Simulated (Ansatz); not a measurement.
**CH₄ClFO₂SW: how energies converge with the basis set**

One table from this session's results is given with a row withheld; the runs are named, their logs left out.

The runs use Ansatz 0.2.0, Gaussian basis; one geometry, several basis sets.

Plan: PBE0-D4/def2-SVP; ωB97M-V/def2-SVP; PBE0-D4/def2-QZVPP; ωB97M-V/def2-QZVPP; the functionals' def2-TZVPP values are taken from earlier runs.

### The geometry

All runs share one geometry, relaxed beforehand with PBE0-D4 in a triple-zeta def2 set. W takes the def2 core potential; no spin-orbit term is included.

SMILES `C[O][W]([OH])([F])(=[S])[Cl]`, 11 atoms, charge 0, spin multiplicity 1.

Atoms are counted from 1 here; the program's logs count them from 0.

Bond lengths: C1–O2 1.399 Å, C1–H8 1.094 Å, C1–H9 1.094 Å, C1–H10 1.091 Å, O2–W3 1.837 Å, W3–O4 1.905 Å, W3–F5 1.880 Å, W3–S6 2.111 Å, W3–Cl7 2.300 Å, O4–H11 0.963 Å. Angles: O2–C1–H8 109.4°, O2–C1–H9 109.5°, O2–C1–H10 108.8°, H8–C1–H9 109.7°, H8–C1–H10 109.9°, H9–C1–H10 109.6°, C1–O2–W3 139.0°, O2–W3–O4 84.7°, O2–W3–F5 155.0°, O2–W3–S6 102.8°, O2–W3–Cl7 90.5°, O4–W3–F5 82.1°, O4–W3–S6 111.7°, O4–W3–Cl7 138.0°, F5–W3–S6 101.7°, F5–W3–Cl7 85.4°, S6–W3–Cl7 110.0°, W3–O4–H11 115.2°.

Set-up of the first run:

in.yaml

```yaml
crystal:
  periodic: [false, false, false]
  atoms:
    - {symbol: C, position_ang: [1.091222, -1.543957, 0.081058]}
    - {symbol: O, position_ang: [0.612576, -0.364640, 0.662722]}
    - {symbol: W, position_ang: [-0.386730, 1.104719, 0.196920]}
    - {symbol: O, position_ang: [-1.711069, -0.172281, -0.295900]}
    - {symbol: F, position_ang: [-1.371621, 2.192188, -0.978242]}
    - {symbol: S, position_ang: [-0.813562, 1.992890, 2.064233]}
    - {symbol: Cl, position_ang: [1.467883, 2.092535, -0.738206]}
    - {symbol: H, position_ang: [0.273365, -2.048957, -0.441629]}
    - {symbol: H, position_ang: [1.889125, -1.304153, -0.628423]}
    - {symbol: H, position_ang: [1.483578, -2.190134, 0.867634]}
    - {symbol: H, position_ang: [-2.469367, 0.184691, -0.769567]}
basis:
  gaussian: {orbitals: def2-SVP}
hamiltonian: {xc: pbe0, dispersion: d4}
output: {orbitals: {seedname: orbitals}}
```

Started as:

```console
$ ansatz run in.yaml --threads 2 --pin off --events-out ev --progress --plain --max-ram 32768MiB --backend cpu
```

Steps of the session up to this table: PBE0-D4 in def2-SVP; ωB97M-V in def2-SVP; PBE0-D4 in def2-QZVPP; ωB97M-V in def2-QZVPP.

One table of the session follows, with a row left open; its other results are not shown here.

It belongs to the step «Functionals by basis». 

```
functional       basis  HOMO (eV)  LUMO (eV)
   PBE0-D4    def2-SVP      -8.09      -3.04
   PBE0-D4  def2-TZVPP      -8.09      -2.97
   PBE0-D4  def2-QZVPP      -8.11      -3.00
   ωB97M-V    def2-SVP     -10.19      -0.89
   ωB97M-V  def2-TZVPP     -10.22      -0.84
   ωB97M-V  def2-QZVPP          ?          ?
```

**Question.** Estimate the row for ωB97M-V, def2-QZVPP.

As computed: HOMO (eV): -10.25; LUMO (eV): -0.89. In the column «HOMO (eV)» it is the lowest.
